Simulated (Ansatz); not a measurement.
**H7SSbSi2: one species, many methods**

How much do the methods differ for H7SSbSi2? The plan is to run it at one geometry with functionals of several rungs and with coupled cluster, and see how far each lands from CCSD(T) at the basis-set limit for the atomisation energy.

Computed with Ansatz 0.2.0, Gaussian basis. Level: functionals in def2-TZVPP, the program's frozen cores in correlated methods.

Levels to be run: LDA (SPW92), PBE-D4, revPBE-D4, BLYP-D4, r2SCAN-D4, B97M-V, PBE0-D4, B3LYP-D4, r2SCANh-D4, r2SCAN0-D4, HSE06-D4, BHLYP-D4, CAM-B3LYP-D4, LC-ωPBE, ωB97X-V, ωB97M-V, B2PLYP, PBE-QIDH; CCSD(T)/def2-SVP; CCSD(T)/def2-TZVPP; MP2/def2-QZVPP; extrapolation to the limit; RPA on PBE.

**1. The geometry**

The geometry comes from an earlier relaxation with PBE0-D4 in a triple-zeta def2 set; it is a stationary point, not always the lowest conformer. Sb takes the def2 core potential; no spin-orbit term is included.

11 atoms, charge 0, spin multiplicity 1.

Atoms are counted from 1 here; the program's logs count them from 0.

Bond lengths: Si1–S2 2.130 Å, Si1–H5 1.487 Å, Si1–H6 1.485 Å, Si1–H7 1.486 Å, S2–Sb3 2.442 Å, Sb3–Si4 2.576 Å, Sb3–H8 1.711 Å, Si4–H9 1.484 Å, Si4–H10 1.485 Å, Si4–H11 1.488 Å. Angles: S2–Si1–H5 111.4°, S2–Si1–H6 106.4°, S2–Si1–H7 111.4°, H5–Si1–H6 109.6°, H5–Si1–H7 108.2°, H6–Si1–H7 109.8°, Si1–S2–Sb3 97.0°, S2–Sb3–Si4 91.4°, S2–Sb3–H8 94.0°, Si4–Sb3–H8 91.3°, Sb3–Si4–H9 110.7°, Sb3–Si4–H10 107.9°, Sb3–Si4–H11 109.5°, H9–Si4–H10 109.8°, H9–Si4–H11 109.8°, H10–Si4–H11 109.2°.

**2. LDA**

This LDA is Slater exchange with PW92 correlation.

Input file in.yaml:

```yaml
crystal:
  periodic: [false, false, false]
  atoms:
    - {symbol: Si, position_ang: [0.343796, 2.567299, 0.537284]}
    - {symbol: S, position_ang: [-0.460431, 0.688216, 1.137420]}
    - {symbol: Sb, position_ang: [1.151871, -0.715398, -0.043275]}
    - {symbol: Si, position_ang: [-0.722526, -2.262524, -0.898066]}
    - {symbol: H, position_ang: [0.349548, 2.706814, -0.942960]}
    - {symbol: H, position_ang: [-0.532970, 3.607429, 1.131803]}
    - {symbol: H, position_ang: [1.736420, 2.742744, 1.026376]}
    - {symbol: H, position_ang: [1.432695, -1.733601, 1.303417]}
    - {symbol: H, position_ang: [-1.677129, -2.581268, 0.192948]}
    - {symbol: H, position_ang: [-1.430122, -1.557730, -1.997167]}
    - {symbol: H, position_ang: [-0.125853, -3.518981, -1.427280]}
basis:
  gaussian: {orbitals: def2-TZVPP}
hamiltonian: {xc: lda}
output: {orbitals: {seedname: orbitals}}
```

Further steps of the session: PBE-D4 (GGA); revPBE-D4 (GGA); BLYP-D4 (GGA); r2SCAN-D4 (meta-GGA); B97M-V (meta-GGA); PBE0-D4 (hybrid); B3LYP-D4 (hybrid); r2SCANh-D4 (hybrid); r2SCAN0-D4 (hybrid); HSE06-D4 (hybrid); BHLYP-D4 (hybrid); CAM-B3LYP-D4 (range-separated); LC-ωPBE (range-separated); ωB97X-V (range-separated); ωB97M-V (range-separated); B2PLYP (double hybrid); PBE-QIDH (double hybrid); CCSD(T) in def2-SVP; CCSD(T) in def2-TZVPP; MP2 in def2-QZVPP; RPA on PBE orbitals.

Before running them: what should the planned runs give, taken together? Wanted: atomisation energy, CCSD(T)/CBS; farthest beyond LDA; mean size of error, GGA; mean size of error, meta-GGA; mean size of error, hybrid; mean size of error, range-separated; mean size of error, double hybrid; gap, smallest and largest; T1 diagnostic.

The runs gave:

| quantity | value |
| --- | --- |
| atomisation energy, CCSD(T)/CBS | 31.426 eV |
| functionals within 0.314 eV (1.0 %) | r2SCAN-D4, B97M-V, B3LYP-D4, CAM-B3LYP-D4, ωB97X-V, ωB97M-V |
| farthest beyond LDA | LC-ωPBE (-1.045 eV) |
| mean size of error, GGA | 0.507 eV |
| mean size of error, meta-GGA | 0.244 eV |
| mean size of error, hybrid | 0.422 eV |
| mean size of error, range-separated | 0.418 eV |
| mean size of error, double hybrid | 0.779 eV |
| gap, smallest and largest | 3.57 eV (LDA (SPW92)), 10.02 eV (LC-ωPBE) |
| T1 diagnostic | 0.0131 |
| triples share of the correlation energy | 3.6 % |

**Reading.** The LDA atomisation energy is off by 3.530 eV (11 %): it overbinds. PBE-D4 misses by -0.352 eV. Double hybrids carry the basis error of their MP2 part in triple zeta, and no dispersion term here, so their miss is partly the set-up's. Taken by rung, meta-GGA functionals do best (0.244 eV on average) and double hybrid ones worst beyond LDA (0.779 eV). The reference freezes the cores and leaves out spin-orbit coupling and excitations past (T), and its outer-core shells are covered unevenly, so misses under about 0.314 eV can't be ranked. All levels share the lack of spin-orbit coupling, which lowers the free heavy atoms and so the true binding. Hartree-Fock recovers 72 % of the binding; the rest is correlation. CCSD(T) in def2-SVP is off by -3.039 eV, more than most functionals: a good method in a small basis is no reference. The gap grows from 3.6 to 10.0 eV across the functionals, mostly with the share of exact exchange. Correlated methods include outer-core shells of Sb, which these sets cover unevenly.
